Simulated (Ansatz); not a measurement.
# CH4AlB2Cl: up Jacob's ladder to CCSD(T)

One table from this session's results is given with a row withheld; the runs are named, their logs left out.

Computed with Ansatz 0.2.0, Gaussian basis. Level: functionals in def2-TZVPP, the program's frozen cores in correlated methods.

Plan: LDA (SPW92), PBE-D4, revPBE-D4, BLYP-D4, r2SCAN-D4, B97M-V, PBE0-D4, B3LYP-D4, r2SCANh-D4, r2SCAN0-D4, HSE06-D4, BHLYP-D4, CAM-B3LYP-D4, LC-ωPBE, ωB97X-V, ωB97M-V, B2PLYP, PBE-QIDH; CCSD(T)/def2-SVP; CCSD(T)/def2-TZVPP; MP2/def2-QZVPP; extrapolation to the limit; RPA on PBE.

## The relaxed structure

All runs share one geometry, relaxed beforehand with PBE0-D4 in a triple-zeta def2 set.

SMILES `Cl[B]1B[CH2][AlH]1`, 9 atoms, charge 0, spin multiplicity 1.

Atoms are counted from 1 here; the program's logs count them from 0.

Bond lengths: Cl1–B2 1.721 Å, B2–B3 1.677 Å, B2–Al5 2.106 Å, B3–C4 1.503 Å, B3–H6 1.200 Å, C4–Al5 2.021 Å, C4–H7 1.084 Å, C4–H8 1.127 Å, Al5–H9 1.585 Å. Angles: Cl1–B2–B3 137.6°, Cl1–B2–Al5 146.6°, B3–B2–Al5 75.5°, B2–B3–C4 108.6°, B2–B3–H6 127.4°, C4–B3–H6 120.4°, B3–C4–Al5 81.8°, B3–C4–H7 126.4°, B3–C4–H8 118.8°, Al5–C4–H7 135.4°, Al5–C4–H8 74.2°, H7–C4–H8 109.3°, B2–Al5–C4 77.5°, B2–Al5–H9 159.6°, C4–Al5–H9 122.9°.

The first run:

Input file in.yaml:

```yaml
crystal:
  periodic: [false, false, false]
  atoms:
    - {symbol: Cl, position_ang: [-1.787629, -2.633807, 0.360748]}
    - {symbol: B, position_ang: [-0.850429, -1.190338, 0.371268]}
    - {symbol: B, position_ang: [0.753091, -0.754327, 0.147366]}
    - {symbol: C, position_ang: [0.795455, 0.522769, -0.644227]}
    - {symbol: Al, position_ang: [-0.863073, 0.914042, 0.442925]}
    - {symbol: H, position_ang: [1.698721, -1.092664, 0.803692]}
    - {symbol: H, position_ang: [1.683897, 1.078432, -0.923501]}
    - {symbol: H, position_ang: [-0.021475, 0.725347, -1.393557]}
    - {symbol: H, position_ang: [-1.320059, 2.384247, 0.818285]}
basis:
  gaussian: {orbitals: def2-TZVPP}
hamiltonian: {xc: lda}
output: {orbitals: {seedname: orbitals}}
```

On the command line:

```bash
$ ansatz run in.yaml --threads 2 --pin off --events-out ev --progress --plain --max-ram 4352MiB
```

Among the steps run: LDA; PBE-D4 (GGA); revPBE-D4 (GGA); BLYP-D4 (GGA); r2SCAN-D4 (meta-GGA); B97M-V (meta-GGA); PBE0-D4 (hybrid); B3LYP-D4 (hybrid); r2SCANh-D4 (hybrid); r2SCAN0-D4 (hybrid); HSE06-D4 (hybrid); BHLYP-D4 (hybrid); CAM-B3LYP-D4 (range-separated); LC-ωPBE (range-separated); ωB97X-V (range-separated); ωB97M-V (range-separated); B2PLYP (double hybrid); PBE-QIDH (double hybrid).

One table of the session follows, with a row left open; its other results are not shown here.

It belongs to the step «Orbital energies across the functionals». 

| functional | HOMO (eV) | LUMO (eV) | gap (eV) |
| --- | --- | --- | --- |
| LDA (SPW92) | -5.20 | -3.88 | 1.32 |
| PBE-D4 | -5.08 | -3.66 | 1.42 |
| revPBE-D4 | -5.03 | -3.57 | 1.46 |
| BLYP-D4 | -4.95 | -3.44 | 1.50 |
| r2SCAN-D4 | -5.25 | -3.50 | 1.75 |
| B97M-V | -5.30 | -3.51 | 1.79 |
| PBE0-D4 | ? | ? | ? |
| B3LYP-D4 | -5.94 | -2.95 | 2.99 |
| r2SCANh-D4 | -5.64 | -3.20 | 2.44 |
| r2SCAN0-D4 | -6.22 | -2.75 | 3.47 |
| HSE06-D4 | -5.72 | -3.21 | 2.51 |
| BHLYP-D4 | -7.06 | -1.83 | 5.24 |
| CAM-B3LYP-D4 | -7.37 | -1.69 | 5.67 |
| LC-ωPBE | -8.63 | -0.68 | 7.96 |
| ωB97X-V | -8.31 | -0.73 | 7.58 |
| ωB97M-V | -8.13 | -0.89 | 7.24 |

**Question.** Estimate the row for PBE0-D4.

As computed: HOMO (eV): -6.12; LUMO (eV): -2.83; gap (eV): 3.28. In the column «HOMO (eV)» it lies between r2SCAN0-D4 (-6.22) and B3LYP-D4 (-5.94).
